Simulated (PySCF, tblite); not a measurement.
# Si₄N₂H₁₂, a small molecule taken as a stand-in for a surface group: NMR shifts, core binding energies and electronic excitations, part 2 of 2

tblite 0.8.0 and PySCF 2.14.0. Atoms count from 0, parts from 1. Earlier steps stand in the parts before.

## 5. X-ray photoelectron lines: SCAN, X2C

Job settings and geometry (Å):

```
{"job": {"kind": "xps", "holes": 5}, "charge": 0, "multiplicity": 1}
Si     0.168201    -0.204481    -0.487449
Si    -1.154766     1.625539    -1.131724
N     -0.821133    -1.409547     0.290359
Si    -2.485100    -1.351799     0.795649
N      1.469167     0.368934     0.523431
Si     3.189895     0.269474     0.272302
H      0.861332    -0.794739    -1.673905
H     -0.305322     2.494959    -2.006378
H     -1.565199     2.436348     0.058296
H     -2.382080     1.241177    -1.896403
H     -0.334187    -2.281779     0.490555
H     -2.940451     0.063788     0.660139
H     -2.629575    -1.782624     2.221348
H     -3.382873    -2.222019    -0.026907
H      1.177700     0.879788     1.354305
H      3.803961     1.571650    -0.140013
H      3.432001    -0.733293    -0.805696
H      3.880187    -0.164923     1.527475
```

Level: delta-SCF UKS SCAN, pcX-2 on the ionised atom, pcseg-1 elsewhere, spin-free X2C.

What it wrote:

```text
ground state, core basis on atom 0 (Si), 202 functions
  cycle   1  E = -1276.91713358  |g| = 6.74e-01
  cycle   2  E = -1276.69565549  |g| = 1.15e+00
  cycle   3  E = -1277.01104377  |g| = 1.04e-01
  cycle   4  E = -1277.01457345  |g| = 2.94e-02
  cycle   5  E = -1277.01482056  |g| = 9.78e-03
  cycle   6  E = -1277.01484388  |g| = 4.40e-03
  cycle   7  E = -1277.01484877  |g| = 1.63e-03
  cycle   8  E = -1277.01484619  |g| = 3.47e-04
  E(ground) = -1277.10768673 Eh
hole in Si 2p of atom 0
  cycle   1  E = -1272.73411074  |g| = 1.24e+00
  cycle   2  E = -1272.38934314  |g| = 1.28e+00
  cycle   3  E = -1273.00910584  |g| = 3.19e-01
  cycle   4  E = -1273.06915054  |g| = 1.00e-01
  cycle   5  E = -1273.07173677  |g| = 6.76e-02
  cycle   6  E = -1273.07417263  |g| = 5.58e-03
  cycle   7  E = -1273.07418270  |g| = 2.31e-03
  cycle   8  E = -1273.07418760  |g| = 9.28e-04
  cycle   9  E = -1273.07418795  |g| = 5.28e-04
  cycle  10  E = -1273.07418883  |g| = 1.27e-04
  E(ion) = -1273.17805627 Eh   <S^2> = 0.7525   hole on atom = 1.003   binding energy = 106.931 eV
  2p3/2 = 106.730 eV   2p1/2 = 107.353 eV
ground state, core basis on atom 1 (Si), 202 functions
  cycle   1  E = -1277.00367840  |g| = 2.86e-01
  cycle   2  E = -1277.00377583  |g| = 3.16e-02
  cycle   3  E = -1277.00376935  |g| = 2.40e-02
  cycle   4  E = -1277.00390367  |g| = 5.78e-03
  cycle   5  E = -1277.00391196  |g| = 1.46e-03
  cycle   6  E = -1277.00391337  |g| = 1.15e-04
  E(ground) = -1277.09674574 Eh
hole in Si 2p of atom 1
  cycle   1  E = -1272.74602863  |g| = 1.23e+00
  cycle   2  E = -1272.34014297  |g| = 1.24e+00
  cycle   3  E = -1272.97470085  |g| = 4.16e-01
  cycle   4  E = -1273.06490780  |g| = 1.80e-01
  cycle   5  E = -1273.07809692  |g| = 6.34e-02
  cycle   6  E = -1273.08034730  |g| = 1.70e-02
  cycle   7  E = -1273.08046649  |g| = 9.05e-03
  cycle   8  E = -1273.08050413  |g| = 2.27e-03
  cycle   9  E = -1273.08050810  |g| = 6.44e-04
  cycle  10  E = -1273.08050766  |g| = 1.91e-04
  E(ion) = -1273.18475055 Eh   <S^2> = 0.7529   hole on atom = 1.002   binding energy = 106.451 eV
  2p3/2 = 106.253 eV   2p1/2 = 106.876 eV
ground state, core basis on atom 2 (N), 191 functions
  cycle   1  E = -1276.92810261  |g| = 7.36e-02
  cycle   2  E = -1276.92811954  |g| = 1.81e-02
  cycle   3  E = -1276.92813688  |g| = 1.86e-02
  cycle   4  E = -1276.92822827  |g| = 5.20e-03
  cycle   5  E = -1276.92823459  |g| = 4.60e-04
  E(ground) = -1277.06081146 Eh
hole in N 1s of atom 2
  cycle   1  E = -1261.35379557  |g| = 1.87e+00
  cycle   2  E = -1259.38612204  |g| = 2.53e+00
  cycle   3  E = -1261.90842257  |g| = 5.60e-01
  cycle   4  E = -1261.97048636  |g| = 4.62e-01
  cycle   5  E = -1262.07014223  |g| = 1.44e-01
  cycle   6  E = -1262.08030895  |g| = 1.86e-02
  cycle   7  E = -1262.08050515  |g| = 7.44e-03
  cycle   8  E = -1262.08054194  |g| = 1.97e-03
  cycle   9  E = -1262.08054345  |g| = 8.62e-04
  cycle  10  E = -1262.08054425  |g| = 2.55e-04
  E(ion) = -1262.21194088 Eh   <S^2> = 0.7657   hole on atom = 1.000   binding energy = 404.058 eV
ground state, core basis on atom 3 (Si), 202 functions
  cycle   1  E = -1277.00979458  |g| = 2.89e-01
  cycle   2  E = -1277.00988933  |g| = 4.39e-02
  cycle   3  E = -1277.00991453  |g| = 3.20e-02
  cycle   4  E = -1277.01003691  |g| = 8.33e-03
  cycle   5  E = -1277.01005720  |g| = 1.46e-03
  cycle   6  E = -1277.01005871  |g| = 1.70e-04
  E(ground) = -1277.10324097 Eh
hole in Si 2p of atom 3
  cycle   1  E = -1272.73403805  |g| = 1.23e+00
  cycle   2  E = -1271.25275063  |g| = 1.56e+00
  cycle   3  E = -1272.70239156  |g| = 7.71e-01
  cycle   4  E = -1273.02878793  |g| = 1.89e-01
  cycle   5  E = -1273.04890700  |g| = 1.36e-01
  cycle   6  E = -1273.05660370  |g| = 4.70e-02
  cycle   7  E = -1273.05765087  |g| = 1.57e-02
  cycle   8  E = -1273.05776930  |g| = 3.75e-03
  cycle   9  E = -1273.05777839  |g| = 9.19e-04
  cycle  10  E = -1273.05778247  |g| = 2.91e-04
  E(ion) = -1273.16213418 Eh   <S^2> = 0.7518   hole on atom = 1.002   binding energy = 107.243 eV
  2p3/2 = 107.014 eV   2p1/2 = 107.638 eV
ground state, core basis on atom 4 (N), 191 functions
  cycle   1  E = -1276.92822646  |g| = 7.42e-02
  cycle   2  E = -1276.92826187  |g| = 1.91e-02
  cycle   3  E = -1276.92826670  |g| = 2.03e-02
  cycle   4  E = -1276.92835827  |g| = 5.26e-03
  cycle   5  E = -1276.92836804  |g| = 3.31e-04
  E(ground) = -1277.06087026 Eh
hole in N 1s of atom 4
  cycle   1  E = -1261.35637112  |g| = 1.87e+00
  cycle   2  E = -1259.67017156  |g| = 2.45e+00
  cycle   3  E = -1261.92782500  |g| = 5.42e-01
  cycle   4  E = -1261.98786151  |g| = 4.30e-01
  cycle   5  E = -1262.07416746  |g| = 1.35e-01
  cycle   6  E = -1262.08295923  |g| = 1.79e-02
  cycle   7  E = -1262.08316282  |g| = 6.53e-03
  cycle   8  E = -1262.08319435  |g| = 1.88e-03
  cycle   9  E = -1262.08319817  |g| = 9.20e-04
  cycle  10  E = -1262.08319749  |g| = 2.36e-04
  E(ion) = -1262.21421623 Eh   <S^2> = 0.7658   hole on atom = 1.000   binding energy = 403.998 eV
```

Run time: 52 s. Hardware: 1 thread of Arm Neoverse V2, shared host; peak memory 0.73 GiB.

The holes in one table. −ε is the ground-state orbital energy:

```csv
hole,stands for,environment,ΔSCF (eV; 2p as the shell's mean),−ε (eV),⟨S²⟩
Si2p on Si0,Si0,"silicon bonded to 2 N, Si, H",106.94,96.6,0.753
Si2p on Si1,Si1,"silicon bonded to Si, 3 H",106.46,95.9,0.753
N1s on N2,N2,"nitrogen bonded to 2 Si, H",404.06,385.6,0.766
Si2p on Si3,Si3,"silicon bonded to N, 3 H",107.22,96.4,0.752
N1s on N4,N4,"nitrogen bonded to 2 Si, H",404.00,385.6,0.766
```

With the spin-orbit splitting: Si0 2p3/2 106.73, 2p1/2 107.35 eV; Si1 2p3/2 106.25, 2p1/2 106.88 eV; Si3 2p3/2 107.01, 2p1/2 107.64 eV. The table gives each 2p level as the mean over the whole 2p shell (two parts 2p3/2, one part 2p1/2), which differs a little from the single hole in the log.

## 6. Ultraviolet spectrum: CAM-B3LYP/def2-SVPD

Same as in step 5 but for these lines:

```diff
@@ -1,2 +1,2 @@
-{"job": {"kind": "xps", "holes": 5}, "charge": 0, "multiplicity": 1}
+{"job": {"kind": "uv", "xc": "CAM-B3LYP", "basis": "def2-SVPD", "nstates": 6, "ntriplets": 2, "ip": true}, "charge": 0, "multiplicity": 1}
 Si     0.168201    -0.204481    -0.487449
```

Method: TDDFT CAM-B3LYP/def2-SVPD, vertical, gas phase, core orbitals frozen in the response.

What it wrote:

```text
coarse grid: 16064 points
cycle   1  E = -1274.0728572871  dE = -3.398e-02  |g| = 5.535e-01  |ddm| = 5.352e+00
cycle   2  E = -1274.0571321390  dE =  1.573e-02  |g| = 6.300e-01  |ddm| = 1.301e+00
cycle   3  E = -1274.1431052501  dE = -8.597e-02  |g| = 5.402e-02  |ddm| = 6.438e-01
cycle   4  E = -1274.1439623253  dE = -8.571e-04  |g| = 1.156e-02  |ddm| = 1.338e-01
cycle   5  E = -1274.1440091846  dE = -4.686e-05  |g| = 3.064e-03  |ddm| = 3.862e-02
cycle   6  E = -1274.1440116778  dE = -2.493e-06  |g| = 1.166e-03  |ddm| = 6.577e-03
final grid: 134152 points
cycle   7  E = -1274.3013592614  dE = -9.110e-06  |g| = 3.098e-03  |ddm| = 3.625e-02
cycle   8  E = -1274.3013580513  dE =  1.210e-06  |g| = 3.952e-03  |ddm| = 7.674e-03
cycle   9  E = -1274.3013613932  dE = -3.342e-06  |g| = 1.104e-04  |ddm| = 3.513e-03
cycle  10  E = -1274.3013613965  dE = -3.315e-09  |g| = 8.001e-05  |ddm| = 5.162e-04
cycle  11  E = -1274.3013613980  dE = -1.436e-09  |g| = 2.333e-05  |ddm| = 1.329e-04
cycle  12  E = -1274.3013613981  dE = -1.410e-10  |g| = 4.549e-06  |ddm| = 4.454e-05
converged SCF energy = -1274.3013613981

Static polarisability (au): isotropic 126.549, principal 107.417 127.171 145.060

Singlet excitations
state   eV       nm        f      main configurations
  1   6.1076    203.0   0.01217   H->L 0.78
  2   6.3914    194.0   0.01789   H-1->L 0.45, H->L+1 0.40
  3   6.7899    182.6   0.03526   H->L+1 0.36, H-1->L 0.25
  4   7.0069    176.9   0.00871   H->L+2 0.55
  5   7.3261    169.2   0.10780   H->L+3 0.57, H-1->L+1 0.09
  6   7.3386    168.9   0.06747   H-1->L+2 0.18, H-2->L 0.18, H-2->L+1 0.09

Triplet excitations (Tamm-Dancoff, eV): 5.7121 6.0027
Vertical ionisation energy (delta-SCF) = 9.0944 eV
```

It took 3 min on 1 thread of Arm Neoverse V2, shared host; peak memory 1.3 GiB.

The orbitals next to the gap, with their largest atomic shares:

```csv
orbital,eV,atoms
HOMO−3,-10.78,"Si1 24 %, Si3 19 %, H7 16 %"
HOMO−2,-9.84,"Si0 20 %, Si1 18 %, N4 17 %"
HOMO−1,-9.12,"N2 45 %, Si3 11 %, Si0 10 %"
HOMO,-8.56,"N4 36 %, N2 13 %, Si1 11 %"
LUMO,0.63,"Si0 16 %, Si3 14 %, Si5 12 %"
LUMO+1,1.02,"Si1 16 %, Si5 12 %, Si3 9 %"
LUMO+2,1.13,"Si1 26 %, Si3 20 %, Si0 10 %"
```

With each of the 6 states as a Gaussian band of 0.4 eV half-width at 1/e, the curve within the window shown has maxima at 169 nm (ε 7,500) L/(mol cm). Beyond the last state computed it falls off for lack of states. The curve at chosen wavelengths:

(nm, ε (L/mol/cm)): (162, 3972), (164, 5417), (167, 7078), (169, 7526), (172, 7132), (174, 6372), (177, 5004), (179, 4170), (182, 3201), (184, 2738), (187, 2247), (189, 2011), (192, 1739), (194, 1590), (197, 1388), (199, 1258), (202, 1058), (204, 922), (207, 722), (209, 596), (212, 428), (214, 333), (217, 218), (219, 160), (222, 96), (224, 67)

Further results of this job:

```csv
property,computed
dipole moment (D),1.11
polarisability (Å³),18.75
HOMO–LUMO gap (eV),9.19
−ε(HOMO) (eV),8.56
```

## 7. Outcome

The summary covers parts 1 to 2.

| quantity | value |
| --- | --- |
| point group | C1 |
| rotational constants (main isotopes) | 1.97, 0.76, 0.59 GHz |
| 1H shifts against TMS (PBE0/pcSseg-1) | 5.12, 4.79, 4.77, 4.67, 4.66, 4.65, 4.61, 3.58, 3.55, 3.32, 0.27, -0.19 ppm |
| 29Si shifts against TMS (PBE0/pcSseg-1) | -17.8, -51.5, -53.6, -108.5 ppm |
| 15N shifts against NH3 (PBE0/pcSseg-1) | 34.3, 33.4 ppm |
| surface potential, 1st and 99th percentile | -0.39 V and 1.71 V |
| Si2p binding energies, SCAN/pcX-2 (standing for 3 of 4 atoms) | Si3 107.22, Si0 106.94, Si1 106.46 eV |
| N1s binding energies, SCAN/pcX-2 | N2 404.06, N4 404.00 eV |
| lowest singlet (CAM-B3LYP/def2-SVPD) | 6.11 eV (203 nm), f = 0.012 |
| brightest single state of those computed | state 5, 7.33 eV, f = 0.108 |
| lowest triplet | 5.71 eV |
| vertical ionisation energy (ΔSCF) | 9.09 eV |

What this shows: Over 18 steps the energy fell by 0.404 eV; of the close pairs, N2–Si3 changed most, 1.674 to 1.740 Å (PBE0/def2-SVP). No frequency check was run at this level, so the end point may be a saddle. The Si2p levels kept as sound span 0.76 eV, from Si1 (silicon bonded to Si, 3 H) up to Si3 (silicon bonded to N, 3 H). Only 3 of the 4 Si atoms are covered by sound results. The N1s levels computed lie within 0.06 eV of one another, too close to rank. The lowest singlet, at 6.11 eV, is HOMO→LUMO 0.78 and is weak; of the 6 states computed, the strongest absorption comes from states 5 to 6 together at 7.33 eV (the last computed, so partners may be missing). The lowest triplet lies 0.40 eV below the lowest singlet (triplets in Tamm-Dancoff, singlets in full TDDFT). The orbital energy would give 8.56 eV for ionisation, ΔSCF gives 9.09 eV. A capped cluster stands for the solid here, so long-range fields and strain are missing, and bands or shifts of the capping hydrogens have no counterpart in it.
